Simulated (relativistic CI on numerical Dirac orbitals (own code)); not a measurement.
**Sn²⁺: one ion under different settings**

How much do the settings matter for Sn²⁺? One ion, several inputs.

Program: relativistic CI on numerical Dirac orbitals (own code) version 3. Level of theory: Dirac-Coulomb-Breit CI, KLI orbitals optimised for each configuration, model QED (radiative potential, 1s self-energy scaled to tabulated hydrogen-like ionisation energies), numerical settings as typed. These are calculated values, not measurements, unless marked.

## (1) The atom as given

| Property | Result |
| --- | --- |
| ion | Sn²⁺ (Sn III) |
| nuclear charge | 50 |
| electrons | 48 |
| isotope | A = 120 |

## (2) An attempt

The run's settings:

```ini
atom Sn  Z=50  charge=2  electrons=48
nucleus A=120  rms_radius_fm=4.6519
hamiltonian dirac-coulomb  breit=on  qed=on  c_scale=1
orbitals kli  potential=per-configuration
slater_scale 1
correlation none
mixing on
grid step=0.002 r_max=67.1
scf mixing=0.4 start=green max_iterations=53 tolerance=2e-08 node_fill=0.05
configurations
  [Kr] 4d10 5s2
  [Kr] 4d10 5s 5p
  [Kr] 4d10 5p2
end
```

Command:

```console
python run_levels.py task.json out
```

One command runs all members of the session, one after another, from task.json.

The program writes no log. Results of the run, from its result record (rounded, main fields):

```text
{
  "status": "refused",
  "warnings": ["the grid has 9011 points, outside 40 to 4096"]
}
```

It took 0.001 s on 1 thread of Neoverse-N1, shared host.

Cause: the program refused the input. Step and end of the grid give a number of points outside the range that the program accepts. The input had grid step 0.002. The cure is to go back to a usual grid step.

## (3) With the usual settings

The settings differ from step 2 so:

```diff
@@ -7,4 +7,4 @@
 mixing on
-grid step=0.002 r_max=67.1
-scf mixing=0.4 start=green max_iterations=53 tolerance=2e-08 node_fill=0.05
+grid step=0.0125 r_max=67.1
+scf mixing=0.4 start=green max_iterations=150 tolerance=2e-08 node_fill=0.05
 configurations
```

Result record:

```text
{
  "status": "converged",
  "levels [i, E_cm, J2, conf, term, w_term, w_jj]": [
    [0, 0, 0, "5s2", "1S", 0.9608, 0.9608],
    [1, 48427.985, 0, "5s 5p", "3P*", 1, 1],
    [2, 50149.551, 2, "5s 5p", "3P*", 0.9964, 0.7223],
    [3, 53969.947, 4, "5s 5p", "3P*", 1, 1],
    [4, 86992.336, 2, "5s 5p", "1P*", 0.9964, 0.7223],
    [5, 123051.04, 0, "5p2", "3P", 0.9824, 0.7788],
    [6, 125312.03, 2, "5p2", "3P", 1, 1],
    [7, 128085.94, 4, "5p2", "3P", 0.9243, 0.608],
    [8, 137254.2, 4, "5p2", "1D", 0.9243, 0.608],
    [9, 157562.33, 0, "5p2", "1S", 0.9449, 0.7567]
  ],
  "total_energy [Ha]": -6168.0296169,
  "n_levels_all": 10,
  "overlap": 5.00672e-12,
  "scf_iterations": [11, 11, 11],
  "orbital_energies [Ha]": {"1s": -1065.22, "2s": -161.414, "2p1/2": -150.765, "2p3/2": -142.314, "3s": -31.8519, "3p1/2": -27.5375, "3p3/2": -25.9887, "3d3/2": -18.3851, "3d5/2": -18.0661, "4s": -5.65566, "4p1/2": -4.2257, "4p3/2": -3.95265, "4d3/2": -1.715, "4d5/2": -1.67721, "5s": -1.05588},
  "configurations [conf, odd, states, E_av_Ha, breit_Ha, qed_Ha]": [
    ["5s2", 0, 1, -6175.370093, 4.419, 2.949],
    ["5s 5p", 1, 12, -6175.120195, 4.419, 2.948],
    ["5p2", 0, 15, -6174.795924, 4.419, 2.948]
  ],
  "scf_steps of the first configuration [iteration, E_Ha, residual, outer_eigenvalue_Ha]": [
    [1, -6161.106434, 2.01, -1.709],
    [2, -6174.029081, 0.651, -1.249],
    [3, -6175.284465, 0.146, -1.089],
    [4, -6175.35881, 0.0745, -1.083],
    [5, -6175.370177, 0.0296, -1.068],
    [6, -6175.369714, 0.0034, -1.055],
    [7, -6175.370122, 0.000376, -1.056],
    [8, -6175.370106, 0.000159, -1.056],
    [9, -6175.370094, 4.25e-06, -1.056],
    [10, -6175.370093, 1.58e-06, -1.056],
    [11, -6175.370093, 5.68e-09, -1.056]
  ]
}
```

Run time: 0.33 s. Hardware: 1 thread of Neoverse-N1, shared host.

## (4) End of the grid 33.55, potential mixing 0.9, QED terms off

The run's settings:

```ini
atom Sn  Z=50  charge=2  electrons=48
nucleus A=120  rms_radius_fm=4.6519
hamiltonian dirac-coulomb  breit=on  qed=off  c_scale=1
orbitals kli  potential=per-configuration
slater_scale 1
correlation none
mixing on
grid step=0.0125 r_max=33.55
scf mixing=0.9 start=green max_iterations=150 tolerance=2e-08 node_fill=0.05
configurations
  [Kr] 4d10 5s2
  [Kr] 4d10 5s 5p
  [Kr] 4d10 5p2
end
```

Result record:

```text
{
  "status": "converged",
  "levels [i, E_cm, J2, conf, term, w_term]": [
    [0, 0, 0, "5s2", "1S", 0.961],
    [1, 48570.31, 0, "5s 5p", "3P*", 1],
    [2, 50289.255, 2, "5s 5p", "3P*", 0.9964],
    [3, 54102.837, 4, "5s 5p", "3P*", 1],
    [4, 87127.847, 2, "5s 5p", "1P*", 0.9964],
    [5, 123353.98, 0, "5p2", "3P", 0.9825],
    [6, 125610.06, 2, "5p2", "3P", 1],
    [7, 128380.22, 4, "5p2", "3P", 0.9245],
    "... 2 more rows left out ..."
  ],
  "total_energy [Ha]": -6170.9785228,
  "n_levels_all": 10,
  "overlap": 5.00384e-12,
  "scf_iterations": [11, 9, 10],
  "orbital_energies [Ha]": {"1s": -1065.22, "2s": -161.414, "2p1/2": -150.765, "2p3/2": -142.314, "3s": -31.8519, "3p1/2": -27.5375, "3p3/2": -25.9887, "3d3/2": -18.3851, "3d5/2": -18.0661, "4s": -5.65566, "4p1/2": -4.2257, "4p3/2": -3.95265, "4d3/2": -1.715, "4d5/2": -1.67721, "5s": -1.05588},
  "configurations [conf, odd, states, E_av_Ha, breit_Ha, qed_Ha]": [
    ["5s2", 0, 1, -6175.370093, 4.419, 0],
    ["5s 5p", 1, 12, -6175.120195, 4.419, 0],
    ["5p2", 0, 15, -6174.795924, 4.419, 0]
  ],
  "scf_steps of the first configuration [iteration, E_Ha, residual, outer_eigenvalue_Ha]": [
    [1, -6161.106434, 2.01, -1.709],
    [2, -6162.398096, 2.04, -0.8857],
    [3, -6175.226492, 0.3, -1.302],
    [4, -6175.320688, 0.174, -1.174],
    [5, -6175.370681, 0.019, -1.072],
    [6, -6175.36965, 0.00619, -1.051],
    [7, -6175.370141, 0.000769, -1.056],
    [8, -6175.370098, 6.68e-05, -1.056],
    [9, -6175.370093, 7.88e-07, -1.056],
    [10, -6175.370093, 4.66e-08, -1.056],
    [11, -6175.370093, 1.47e-09, -1.056]
  ]
}
```

It took 0.26 s on 1 thread of Neoverse-N1, shared host.

## (5) Node fill 0

The run's settings:

```ini
atom Sn  Z=50  charge=2  electrons=48
nucleus A=120  rms_radius_fm=4.6519
hamiltonian dirac-coulomb  breit=on  qed=on  c_scale=1
orbitals kli  potential=per-configuration
slater_scale 1
correlation none
mixing on
grid step=0.0125 r_max=67.1
scf mixing=0.4 start=green max_iterations=150 tolerance=2e-08 node_fill=0
configurations
  [Kr] 4d10 5s2
  [Kr] 4d10 5s 5p
  [Kr] 4d10 5p2
end
```

Result record:

```text
{
  "status": "converged",
  "levels [i, E_cm, J2, conf, term, w_term]": [
    [0, 0, 0, "5s2", "1S", 0.9607],
    [1, 48468.751, 0, "5s 5p", "3P*", 1],
    [2, 50178.606, 2, "5s 5p", "3P*", 0.9964],
    [3, 53966.136, 4, "5s 5p", "3P*", 1],
    [4, 87095.331, 2, "5s 5p", "1P*", 0.9964],
    [5, 123132.8, 0, "5p2", "3P", 0.9829],
    [6, 125362.34, 2, "5p2", "3P", 1],
    [7, 128118.24, 4, "5p2", "3P", 0.9261],
    "... 2 more rows left out ..."
  ],
  "total_energy [Ha]": -6168.0258036,
  "n_levels_all": 10,
  "overlap": 4.68635e-12,
  "scf_iterations": [11, 11, 11],
  "orbital_energies [Ha]": {"1s": -1065.61, "2s": -161.588, "2p1/2": -150.958, "2p3/2": -142.499, "3s": -31.9286, "3p1/2": -27.6173, "3p3/2": -26.0663, "3d3/2": -18.4662, "3d5/2": -18.1462, "4s": -5.66908, "4p1/2": -4.23874, "4p3/2": -3.96462, "4d3/2": -1.72498, "4d5/2": -1.68693, "5s": -1.05929},
  "configurations [conf, odd, states, E_av_Ha, breit_Ha, qed_Ha]": [
    ["5s2", 0, 1, -6175.36984, 4.423, 2.949],
    ["5s 5p", 1, 12, -6175.119924, 4.423, 2.949],
    ["5p2", 0, 15, -6174.795595, 4.423, 2.948]
  ],
  "scf_steps of the first configuration [iteration, E_Ha, residual, outer_eigenvalue_Ha]": [
    [1, -6161.106434, 1.98, -1.709],
    [2, -6173.966772, 0.643, -1.252],
    [3, -6175.284825, 0.144, -1.093],
    [4, -6175.350357, 0.0733, -1.086],
    [5, -6175.367574, 0.0292, -1.072],
    [6, -6175.369765, 0.0034, -1.058],
    [7, -6175.369829, 0.000367, -1.059],
    [8, -6175.36984, 0.000158, -1.059],
    [9, -6175.36984, 4.04e-06, -1.059],
    [10, -6175.36984, 1.46e-06, -1.059],
    [11, -6175.36984, 5.39e-09, -1.059]
  ]
}
```

Wall time 0.32 s (1 thread of Neoverse-N1, shared host).

## (6) Iteration limit 20, Slater scale 1.2, potential mixing 0.1

The run's settings:

```ini
atom Sn  Z=50  charge=2  electrons=48
nucleus A=120  rms_radius_fm=4.6519
hamiltonian dirac-coulomb  breit=on  qed=on  c_scale=1
orbitals kli  potential=per-configuration
slater_scale 1.2
correlation none
mixing on
grid step=0.0125 r_max=67.1
scf mixing=0.1 start=green max_iterations=20 tolerance=2e-08 node_fill=0.05
configurations
  [Kr] 4d10 5s2
  [Kr] 4d10 5s 5p
  [Kr] 4d10 5p2
end
```

Result record:

```text
{
  "status": "converged",
  "levels [i, E_cm, J2, conf, term, w_term]": [
    [0, 0, 0, "5s2", "1S", 0.9486],
    [1, 48924.63, 0, "5s 5p", "3P*", 1],
    [2, 50725.402, 2, "5s 5p", "3P*", 0.9974],
    [3, 54634.462, 4, "5s 5p", "3P*", 1],
    [4, 94526.629, 2, "5s 5p", "1P*", 0.9974],
    [5, 124561.35, 0, "5p2", "3P", 0.9882],
    [6, 126700.09, 2, "5p2", "3P", 1],
    [7, 129605.38, 4, "5p2", "3P", 0.9468],
    "... 2 more rows left out ..."
  ],
  "total_energy [Ha]": -6168.0403052,
  "n_levels_all": 10,
  "overlap": 5.00582e-12,
  "scf_iterations": [15, 14, 15],
  "orbital_energies [Ha]": {"1s": -1065.22, "2s": -161.414, "2p1/2": -150.765, "2p3/2": -142.314, "3s": -31.8519, "3p1/2": -27.5375, "3p3/2": -25.9887, "3d3/2": -18.3851, "3d5/2": -18.0661, "4s": -5.65566, "4p1/2": -4.2257, "4p3/2": -3.95265, "4d3/2": -1.715, "4d5/2": -1.67721, "5s": -1.05588},
  "configurations [conf, odd, states, E_av_Ha, breit_Ha, qed_Ha]": [
    ["5s2", 0, 1, -6175.370093, 4.419, 2.949],
    ["5s 5p", 1, 12, -6175.120195, 4.419, 2.948],
    ["5p2", 0, 15, -6174.795924, 4.419, 2.948]
  ],
  "scf_steps of the first configuration [iteration, E_Ha, residual, outer_eigenvalue_Ha]": [
    [1, -6161.106434, 2.01, -1.709],
    [2, -6165.479944, 1.67, -1.579],
    [3, -6175.004633, 0.218, -1.086],
    [4, -6175.082684, 0.199, -1.095],
    [5, -6175.343308, 0.104, -1.089],
    [6, -6175.364569, 0.0607, -1.08],
    [7, -6175.36894, 0.00785, -1.055],
    [8, -6175.369701, 0.00274, -1.056],
    [9, -6175.370135, 0.000474, -1.056],
    [10, -6175.370117, 0.0003, -1.056],
    [11, -6175.370093, 1.13e-05, -1.056],
    [12, -6175.370092, 1.62e-05, -1.056],
    [13, -6175.370093, 9.98e-08, -1.056],
    [14, -6175.370093, 2.97e-08, -1.056],
    [15, -6175.370093, 7.52e-10, -1.056]
  ]
}
```

It took 0.37 s on 1 thread of Neoverse-N1, shared host.

## (7) Speed-of-light factor 0.4

The run's settings:

```ini
atom Sn  Z=50  charge=2  electrons=48
nucleus A=120  rms_radius_fm=4.6519
hamiltonian dirac-coulomb  breit=on  qed=on  c_scale=0.4
orbitals kli  potential=per-configuration
slater_scale 1
correlation none
mixing on
grid step=0.0125 r_max=67.1
scf mixing=0.4 start=green max_iterations=64 tolerance=2e-08 node_fill=0.05
configurations
  [Kr] 4d10 5s2
  [Kr] 4d10 5s 5p
  [Kr] 4d10 5p2
end
```

Result record:

```text
{
  "status": "converged",
  "levels [i, E_cm, J2, conf, term, w_term]": [
    [0, 0, 0, "5s2", "1S", 0.9888],
    [1, 98632.291, 0, "5s 5p", "3P*", 1],
    [2, 112960.47, 2, "5s 5p", "3P*", 0.8066],
    [3, 186341.77, 4, "5s 5p", "3P*", 1],
    [4, 201762.78, 2, "5s 5p", "1P*", 0.8066],
    [5, 249156.04, 0, "5p2", "3P", 0.719],
    [6, 315050.5, 2, "5p2", "3P", 1],
    [7, 320075.02, 4, "5p2", "1D", 0.6205],
    "... 2 more rows left out ..."
  ],
  "total_energy [Ha]": -7629.6987503,
  "n_levels_all": 10,
  "overlap": 2.20842e-11,
  "scf_iterations": [13, 13, 13],
  "orbital_energies [Ha]": {"1s": -1441.42, "2s": -261.768, "2p1/2": -241.649, "2p3/2": -137.772, "3s": -52.503, "3p1/2": -45.3626, "3p3/2": -25.5096, "3d3/2": -17.3623, "3d5/2": -15.5125, "4s": -9.91589, "4p1/2": -7.56258, "4p3/2": -3.95611, "4d3/2": -1.68007, "4d5/2": -1.47936, "5s": -1.74941},
  "configurations [conf, odd, states, E_av_Ha, breit_Ha, qed_Ha]": [
    ["5s2", 0, 1, -7709.282235, 39.82, 39.77],
    ["5s 5p", 1, 12, -7708.521072, 39.82, 39.75],
    ["5p2", 0, 15, -7707.659543, 39.81, 39.73]
  ],
  "scf_steps of the first configuration [iteration, E_Ha, residual, outer_eigenvalue_Ha]": [
    [1, -7647.504713, 4.51, -3.171],
    [2, -7701.257815, 1.88, -1.973],
    [3, -7708.437298, 0.516, -1.719],
    [4, -7709.205854, 0.128, -1.825],
    [5, -7709.268139, 0.0386, -1.778],
    [6, -7709.279592, 0.0101, -1.744],
    [7, -7709.28207, 0.00188, -1.75],
    [8, -7709.282256, 0.00019, -1.749],
    [9, -7709.282248, 8.69e-05, -1.749],
    [10, -7709.282235, 3.92e-06, -1.749],
    [11, -7709.282235, 6.02e-08, -1.749],
    [12, -7709.282235, 6.79e-08, -1.749],
    [13, -7709.282235, 1.19e-09, -1.749]
  ]
}
```

Wall time 0.35 s (1 thread of Neoverse-N1, shared host).

A bad setting: its result is shown only for the comparison.

A changed speed of light describes a fictitious ion. The QED potentials keep the true α.

## (8) The runs side by side

| setting | total energy less usual (Ha) | largest shift of a level among the lowest eight of both runs, same label and place (cm⁻¹) | SCF iterations | time | lowest level | kind of change |
| --- | --- | --- | --- | --- | --- | --- |
| usual | 0 | 0 | 33 | 0.33 s | 5s2 1S0 | - |
| end of the grid 33.55, potential mixing 0.9, QED terms off | -2.95 | 303 | 30 | 0.26 s | 5s2 1S0 | model term |
| node fill 0 | 0.00381 | 103 | 33 | 0.32 s | 5s2 1S0 | numerical |
| iteration limit 20, Slater scale 1.2, potential mixing 0.1 | -0.0107 | 7530 | 44 | 0.37 s | 5s2 1S0 | model term |
| speed-of-light factor 0.4 | -1.46e+03 | 190000 | 39 | 0.35 s | 5s2 1S0 | unsound |

## (9) Outcome

```
                    quantity          value
lowest level, usual settings        5s2 1S0
                total energy  -6168.0296 Ha
            first excitation     48428 cm⁻¹
       runs without a result              1
```

**Reading.** Among the runs whose levels can be followed, they move most under «speed-of-light factor 0.4» (unsound), by up to 190000 cm⁻¹. Only the listed configurations are in the model. Near neutrality, missing correlation can shift configurations against each other by thousands of cm⁻¹.
